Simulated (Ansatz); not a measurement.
# ScZn: the cost of one run

Method: DFT PBEsol, scalar-relativistic, plane waves, PAW, in Ansatz 0.2.0.

### 1 The starting structure

Symmetry: Pm-3m, No. 221, cubic system. The conventional cell has a = 3.350 Å, b = 3.350 Å, c = 3.350 Å, α = 90.00°, β = 90.00°, γ = 90.00°. Around Sc (site symmetry m-3m) lie 8 Zn at 2.90 Å. Zn (site symmetry m-3m) has 8 Sc at 2.90 Å in its first shell of neighbours.

As a file:

```cif
data_structure
_symmetry_space_group_name_H-M 'P 1'
_symmetry_Int_Tables_number 1
_cell_length_a 3.3500
_cell_length_b 3.3500
_cell_length_c 3.3500
_cell_angle_alpha 90.000
_cell_angle_beta 90.000
_cell_angle_gamma 90.000
_cell_volume 37.60
loop_
_atom_site_label
_atom_site_type_symbol
_atom_site_fract_x
_atom_site_fract_y
_atom_site_fract_z
_atom_site_occupancy
Sc1 Sc 0.00000 0.00000 0.00000 1
Zn1 Zn 0.50000 0.50000 0.50000 1
```

No relaxation comes first: the listed cell is the starting point.

### 2 The reference cell

The reference gives a free energy of -5393.0408 eV, pressure -3.34 GPa, largest force 0.000 eV/Å and gap on the mesh none (metal). It was computed beforehand with the settings of the runs below.

### 3 Next: energy and stress against strain

The cell is strained by ε times the Voigt pattern (0, 0, 0, 0, 0, 1) (xx, yy, zz, yz, xz, xy; engineering shear), with fractional coordinates fixed (clamped ions). The stress on the pattern is the sum of the stress components weighted by it, tension positive.

### 4 At ε = -0.0400

The input, input.yaml:

```yaml
crystal:
  lattice:
    - [3.35, -0.067, 0.0]
    - [-0.067, 3.35, 0.0]
    - [0.0, 0.0, 3.35]
  atoms:
    - { symbol: Sc, position: [0.0, 0.0, 0.0] }
    - { symbol: Zn, position: [0.5, 0.5, 0.5] }
basis:
  ecutwfc: 420
kpoints:
  mp_grid: { grid: [14, 14, 14] }
hamiltonian:
  xc: pbesol
scf:
  occupations: { method: gaussian, width: 0.15 }
output:
  forces: true
  stress: true
  eigenvalues: true
  write_density: true
  write_potential: true
  elf: true
  volumetric_format: npy
```

On the command line:

```sh
$ ansatz run input.yaml --threads 1 --pin off --max-ram 2560MiB --backend cpu --events-out ev --progress --plain --runs-dir out
```

**Question.** How long does this run take on 1 thread of Arm Neoverse N1, shared host, and how much memory does it need?

About 30 s, with a peak of 0.49 GiB.
